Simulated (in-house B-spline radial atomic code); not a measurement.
**Sm⁺: binding energies from hole states**

Aim: the cost of two holes at once in Sm⁺, against the sum of the two single holes.

Method: Dirac-Hartree-Fock, average of configuration, Fermi nucleus, basis-set limit. Code: in-house B-spline radial atomic code version 1.

### 1 The atom as given

* element: samarium (Z = 62)
* charge: +1
* electrons: 61
* configuration: [Xe] 4f6 6s1
* Hamiltonian: Dirac-Coulomb
* nucleus: Fermi, rms radius 5.082 fm

Outer shells as boxes (Hund's rule):

[Xe] 4f6 6s1
```
[Xe] core
4f [↑ ][↑ ][↑ ][↑ ][↑ ][↑ ][  ]
6s [↑ ]
```

The boxes draw the filling by Hund's rule, which heavy ions in jj coupling don't follow; these runs average over all states of the configuration.

The run's settings:

```ini
Z = 62
electrons = 61.0
configuration = [Xe] 4f6 6s1
hamiltonian = dirac
method = hf
spin_polarised = False
nucleus = fermi
rms_radius = 5.0819
mass_number = 152
atomic_mass = 151.919738646
speed_of_light = 137.035999084
```

This reference run was done before. Its total energy is -10428.975341 hartree, and its levels are (the highest eight at most):

```tsv
orbital	occupation	energy (eV)	<r> (bohr)
4d3/2	4	-157.14	0.6670
4d5/2	6	-152.12	0.6773
5s1/2	2	-59.575	1.436
5p1/2	2	-37.694	1.612
5p3/2	4	-33.920	1.702
4f5/2	2.57143	-17.441	0.9443
4f7/2	3.42857	-16.900	0.9573
6s1/2	1	-10.292	4.140
```

Single holes known from earlier runs (ΔSCF): 2s 7774.38 eV, 2p3/2 6741.45 eV, 3d3/2 1118.11 eV, 3d5/2 1091.65 eV, 4s 368.02 eV, 4d5/2 144.03 eV, 5s 57.655 eV, 5p1/2 36.182 eV, 6s 10.263 eV.

### 2 The 2p3/2 and 3d5/2 holes

In configurations, a minus sign after the shell means j = l − 1/2 and a plus sign j = l + 1/2; the count of electrons follows.

The run's settings:

```ini
Z = 62
electrons = 59.0
configuration = 1s2 2s2 2p-2 2p+3 3s2 3p6 3d-4 3d+5 4s2 4p6 4d10 4f6 5s2 5p6 6s1
hamiltonian = dirac
method = hf
spin_polarised = False
nucleus = fermi
rms_radius = 5.0819
mass_number = 152
atomic_mass = 151.919738646
speed_of_light = 137.035999084
```

### 3 The 3d5/2 and 3d3/2 holes

Settings: those of step 2 with these lines changed.

```diff
@@ -2,3 +2,3 @@
 electrons = 59.0
-configuration = 1s2 2s2 2p-2 2p+3 3s2 3p6 3d-4 3d+5 4s2 4p6 4d10 4f6 5s2 5p6 6s1
+configuration = 1s2 2s2 2p6 3s2 3p6 3d-3 3d+5 4s2 4p6 4d10 4f6 5s2 5p6 6s1
 hamiltonian = dirac
```

### 4 The 4d5/2 and 6s holes

Settings: those of step 3 with these lines changed.

```diff
@@ -2,3 +2,3 @@
 electrons = 59.0
-configuration = 1s2 2s2 2p6 3s2 3p6 3d-3 3d+5 4s2 4p6 4d10 4f6 5s2 5p6 6s1
+configuration = 1s2 2s2 2p6 3s2 3p6 3d10 4s2 4p6 4d-4 4d+5 4f6 5s2 5p6
 hamiltonian = dirac
```

### 5 The 2s and 5s holes

Settings: those of step 4 with these lines changed.

```diff
@@ -2,3 +2,3 @@
 electrons = 59.0
-configuration = 1s2 2s2 2p6 3s2 3p6 3d10 4s2 4p6 4d-4 4d+5 4f6 5s2 5p6
+configuration = 1s2 2s1 2p6 3s2 3p6 3d10 4s2 4p6 4d10 4f6 5s1 5p6 6s1
 hamiltonian = dirac
```

### 6 The 4s and 5p1/2 holes

Settings: those of step 5 with these lines changed.

```diff
@@ -2,3 +2,3 @@
 electrons = 59.0
-configuration = 1s2 2s1 2p6 3s2 3p6 3d10 4s2 4p6 4d10 4f6 5s1 5p6 6s1
+configuration = 1s2 2s2 2p6 3s2 3p6 3d10 4s1 4p6 4d10 4f6 5s2 5p-1 5p+4 6s1
 hamiltonian = dirac
```

Before running: What does each hole state cost in eV, and how does that compare with the orbital energies or single holes?

As calculated:

| two holes | ΔSCF (eV) | less the two single holes (eV) |
| --- | --- | --- |
| 2p3/2 and 3d5/2 | 7905.67 | 72.57 |
| 3d5/2 and 3d3/2 | 2266.89 | 57.13 |
| 4d5/2 and 6s | 162.00 | 7.71 |
| 2s and 5s | 7847.16 | 15.12 |
| 4s and 5p1/2 | 418.01 | 13.81 |

Two holes cost more than the sum of each, because the second electron leaves a more charged ion. The excess runs from 7.7 eV (4d5/2 and 6s) to 72.6 eV (2p3/2 and 3d5/2); it tends to be largest where both holes are compact. Two partly filled shells share a symmetry and can mix in the average, which may lower the energy, in these hole states: 2s and 5s; 4s and 5p1/2; 2s; 4s; 5s. Values are for the free ion, measured from the vacuum level.
